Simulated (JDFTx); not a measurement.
InRh:

```
CELL_PARAMETERS angstrom
3.19600 0.00000 0.00000
0.00000 3.19600 0.00000
0.00000 0.00000 3.19600
ATOMIC_POSITIONS crystal
In 0.50000 0.50000 0.50000
Rh 0.00000 0.00000 0.00000
```

```yaml
Program: JDFTx 1.7.0 (patched build)
Task: single point
Functional: PBEsol
Potentials_or_basis: PseudoDojo-SR-PBEsol-0.4.1-standard with smoothed tails
Cutoff: 1197 eV
Density_cutoff: 9578 eV
k_mesh: 8 × 8 × 8
Occupations: fermi-dirac, width 0.05 eV
Spin: no spin polarisation
```

On this cell: pressure -0.6 GPa; largest force zero by symmetry; band gap on the k mesh none (metal or under the smearing width).

The same run follows on a disturbed copy (atoms moved at random, drawn with an rms of 0.05 Å):

```
CELL_PARAMETERS angstrom
3.19600 0.00000 0.00000
0.00000 3.19600 0.00000
0.00000 0.00000 3.19600
ATOMIC_POSITIONS crystal
In 0.47901 0.49434 0.48482
Rh 0.99671 0.98685 0.99456
```

Problem. What changes?

Solution. The energy (extrapolated to zero smearing) moves by +7.5 meV/atom; pressure -0.3 GPa; largest force 0.436 eV/Å; band gap on the k mesh none (metal or under the smearing width).

Forces on the atoms (eV/Å):
```
In   0.357 -0.153  0.198
Rh  -0.356  0.152 -0.198
```

Stress tensor (GPa, compression positive):
```
-0.43 -0.20  0.25
-0.20 -0.24 -0.11
 0.25 -0.11 -0.27
```
